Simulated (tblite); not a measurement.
# C5H6BBrS: the cost of one run

Computed with tblite 0.8.0 and PySCF 2.14.0, with density-fitted response routines of our own, on a single molecule in the gas phase. Atoms count from 0, in the outputs and in this text.

### 1 The molecule as given

14 atoms, charge 0, multiplicity 1; geometry from: force field or distance geometry start.

Bonds of the start (Å): C0–B1 1.58, B1–Br2 1.99, B1–C3 1.56, C3–C4 1.35, C4–C5 1.33, C5–C6 1.36, C6–S7 1.79, S7–C3 1.84, C0–H8 1.11, C0–H9 1.11, C0–H10 1.12, C4–H11 1.13, C5–H12 1.14, C6–H13 1.08.

### 2 Geometry optimisation with GFN2-xTB

The job: settings as JSON, then the geometry in Å.

```
{"job": {"kind": "relax", "xc": "GFN2-xTB", "basis": "xTB"}, "charge": 0, "multiplicity": 1}
C     -2.467900    -0.480600     0.800300
B     -1.505900     0.032200    -0.336600
Br    -2.084700     1.155200    -1.878700
C      0.031700    -0.109000    -0.114900
C      0.875300     0.762800     0.483900
C      2.175400     0.504700     0.595800
C      2.710100    -0.656600     0.134700
S      1.240100    -1.440200    -0.513400
H     -2.278400    -1.552300     1.024400
H     -2.239600     0.060900     1.744600
H     -3.514600    -0.283400     0.458600
H      0.443900     1.737500     0.866300
H      2.871600     1.251200     1.097800
H      3.742300    -0.982900     0.175300
```

Started as:

```sh
$ OMP_NUM_THREADS=1 python probes_run.py task.json out
```

The driver reads the jobs from task.json and runs them one after another.

**Question.** How long does this first job take on 1 thread of Intel Xeon at 2.50GHz, shared host?

About 3.1 s.
